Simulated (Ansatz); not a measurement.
# C3F8O: up Jacob's ladder to CCSD(T)

The task here is to estimate one member of a computed series from the others.

The runs use Ansatz 0.2.0, Gaussian basis; functionals in def2-TZVPP, the program's frozen cores in correlated methods.

The runs, in order: LDA (SPW92), PBE-D4, revPBE-D4, BLYP-D4, r2SCAN-D4, B97M-V, PBE0-D4, B3LYP-D4, r2SCANh-D4, r2SCAN0-D4, HSE06-D4, BHLYP-D4, CAM-B3LYP-D4, LC-ωPBE, ωB97X-V, ωB97M-V, B2PLYP, PBE-QIDH; CCSD(T)/def2-SVP; CCSD(T)/def2-TZVPP; MP2/def2-QZVPP; extrapolation to the limit; RPA on PBE.

## The relaxed structure

An earlier PBE0-D4 in a triple-zeta def2 set relaxation fixed the geometry.

SMILES `FC(F)(F)OC(F)(F)C(F)(F)F`, 12 atoms, charge 0, spin multiplicity 1.

Atoms are counted from 1 here; the program's logs count them from 0.

Bond lengths: F1–C2 1.326 Å, C2–F3 1.323 Å, C2–F4 1.317 Å, C2–O5 1.370 Å, O5–C6 1.376 Å, C6–F7 1.327 Å, C6–F8 1.333 Å, C6–C9 1.557 Å, C9–F10 1.326 Å, C9–F11 1.325 Å, C9–F12 1.324 Å. Angles: F1–C2–F3 108.4°, F1–C2–F4 108.6°, F1–C2–O5 111.4°, F3–C2–F4 109.3°, F3–C2–O5 112.9°, F4–C2–O5 106.3°, C2–O5–C6 123.9°, O5–C6–F7 104.8°, O5–C6–F8 111.5°, O5–C6–C9 115.6°, F7–C6–F8 108.7°, F7–C6–C9 107.7°, F8–C6–C9 108.3°, C6–C9–F10 110.8°, C6–C9–F11 108.9°, C6–C9–F12 110.0°, F10–C9–F11 108.7°, F10–C9–F12 109.3° and more.

Set-up of the first run:

Input file in.yaml:

```yaml
crystal:
  periodic: [false, false, false]
  atoms:
    - {symbol: F, position_ang: [-0.603217, -0.643449, 1.914936]}
    - {symbol: C, position_ang: [-0.818022, 0.549587, 1.377225]}
    - {symbol: F, position_ang: [-1.957286, 0.505727, 0.705670]}
    - {symbol: F, position_ang: [-0.919059, 1.435378, 2.346765]}
    - {symbol: O, position_ang: [0.240483, 0.946262, 0.603705]}
    - {symbol: C, position_ang: [0.449710, 0.520110, -0.687813]}
    - {symbol: F, position_ang: [1.588102, 1.095976, -1.054090]}
    - {symbol: F, position_ang: [-0.520786, 0.935729, -1.501779]}
    - {symbol: C, position_ang: [0.615431, -1.017150, -0.871359]}
    - {symbol: F, position_ang: [-0.536071, -1.642029, -0.667135]}
    - {symbol: F, position_ang: [1.017430, -1.261449, -2.109640]}
    - {symbol: F, position_ang: [1.520383, -1.479695, -0.022585]}
basis:
  gaussian: {orbitals: def2-TZVPP}
hamiltonian: {xc: lda}
output: {orbitals: {seedname: orbitals}}
```

Launch:

```sh
$ ansatz run in.yaml --threads 4 --pin off --events-out ev --progress --plain --max-ram 41984MiB --backend cuda --devices 0, --max-vram 37GiB
```

Steps of the session up to this table: LDA; PBE-D4 (GGA); revPBE-D4 (GGA); BLYP-D4 (GGA); r2SCAN-D4 (meta-GGA); B97M-V (meta-GGA); PBE0-D4 (hybrid); B3LYP-D4 (hybrid); r2SCANh-D4 (hybrid); r2SCAN0-D4 (hybrid); HSE06-D4 (hybrid); BHLYP-D4 (hybrid); CAM-B3LYP-D4 (range-separated); LC-ωPBE (range-separated); ωB97X-V (range-separated); ωB97M-V (range-separated); B2PLYP (double hybrid); PBE-QIDH (double hybrid).

One of the session's tables, all rows but one given; the rest of the session is left out.

It belongs to the step «Orbital energies across the functionals». 

```
  functional  HOMO (eV)  LUMO (eV)  gap (eV)
 LDA (SPW92)      -9.37       0.06      9.43
      PBE-D4      -9.08       0.50      9.58
   revPBE-D4      -8.96       0.68      9.64
     BLYP-D4      -9.06       0.59      9.64
   r2SCAN-D4          ?          ?         ?
      B97M-V      -9.70       1.05     10.76
     PBE0-D4     -10.97       1.76     12.73
    B3LYP-D4     -10.75       1.40     12.16
  r2SCANh-D4     -10.25       1.35     11.60
  r2SCAN0-D4     -11.29       2.00     13.30
    HSE06-D4     -10.56       1.37     11.93
    BHLYP-D4     -12.88       2.98     15.86
CAM-B3LYP-D4     -12.57       2.87     15.44
     LC-ωPBE     -13.79       4.25     18.04
     ωB97X-V     -13.47       4.18     17.64
     ωB97M-V     -13.38       3.94     17.33
```

**Question.** Estimate the row for r2SCAN-D4.

Worked estimate for «HOMO (eV)». Against the share of exact exchange, r2SCANh-D4 (0.1, -10.25), r2SCAN0-D4 (0.25, -11.29) give a slope of -6.93 per unit share; at 0 the line stands at -9.56.

**Answer.** HOMO (eV): -9.55; LUMO (eV): 0.91; gap (eV): 10.46. In «HOMO (eV)» the line misses by -0.01.
